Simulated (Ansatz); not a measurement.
The system is NaCu.

```xyz
2
Lattice="2.9422 0.0000 0.0000 0.0000 2.9422 0.0000 0.0000 0.0000 4.0409" Properties=species:S:1:pos:R:3 pbc="T T T"
Na    0.0000    0.0000    0.0000
Cu    1.4711    1.4711    2.0205
```

The cell was built by a generator and needn't be a form met in nature.

Program: Ansatz 0.2.0. Alike in all runs: task band structure; potentials or basis Ansatz PAW; no spin polarisation; cell as given; k mesh 9 × 9 × 7; cutoff (eV) 420; smearing fermi-dirac 0.05 eV.

Question: Order these runs on this cell by their pressure, lowest first.
A. level PBEsol
B. level LDA
C. level RPBE

Answer: B (-1.9 GPa), A (0.7 GPa), C (5.4 GPa).

Caveats: the PAW data sets come from PBE, with cores solved anew for the run's functional, which leaves a small shift of forces and pressure.

Runs at the PBE level aren't shown here.
